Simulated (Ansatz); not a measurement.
# CoPdO2: the cost of one run

Program: Ansatz 0.2.0. Level of theory: DFT, PBEsol, all-electron LAPW, scalar-relativistic. These are calculated values, not measurements.

**1. Starting point**

The structure is trigonal, space group R-3m (No. 166). Conventional cell: a = 2.863 Å, b = 2.863 Å, c = 17.873 Å, α = 90.00°, β = 90.00°, γ = 120.00°. Co (site symmetry -3m) is surrounded by 6 O at 1.92 Å. Pd (site symmetry -3m) has 2 O at 2.01 Å in its first shell of neighbours. O (site symmetry 3m) is surrounded by 3 Co at 1.92 Å and 1 Pd at 2.01 Å.

As a file:

```
CELL_PARAMETERS angstrom
1.43169 0.82659 5.95777
-1.43169 0.82659 5.95777
0.00000 -1.65317 5.95777
ATOMIC_POSITIONS crystal
Co 0.50000 0.50000 0.50000
Pd 0.00000 0.00000 0.00000
O 0.88752 0.88752 0.88752
O 0.11248 0.11248 0.11248
```

Atoms are numbered in the order of the input: Co1, Pd2, O3, O4.

**2. Free moments, LAPW**

File input.yaml:

```yaml
crystal:
  lattice:
    - [1.4316899074, 0.8265865534, 5.9577715763]
    - [-1.4316899074, 0.8265865534, 5.9577715763]
    - [0.0, -1.6531731068, 5.9577715763]
  atoms:
    - { symbol: Co, position: [0.5, 0.5, 0.5], spin: 2.0 }
    - { symbol: Pd, position: [0.0, 0.0, 0.0] }
    - { symbol: O, position: [0.887524, 0.887524, 0.887524] }
    - { symbol: O, position: [0.112476, 0.112476, 0.112476] }
magnetization:
  spin_polarized: true
kpoints:
  mp_grid: { grid: [12, 12, 12] }
scf:
  occupations: { method: fermi_dirac, width: 0.08 }
  lower_state_search: "off"
hamiltonian:
  xc: pbesol
  pseudopotentials: { kind: all_electron, lapw: { basis_error: 0.001 } }
output:
  forces: true
  stress: true
  eigenvalues: false
  populations: true
  dos: { projected: true, de: 0.1, e_range: [-8, 5] }
```

On the command line:

```
$ ansatz run input.yaml --threads 2 --pin off --max-ram 6144MiB --backend cpu --events-out ev --progress --plain --runs-dir out
```

Q: Estimate wall time and peak memory on 2 threads of AMD EPYC 9R45 (Zen 5), shared host.

About 89 s, with a peak of 2.2 GiB.
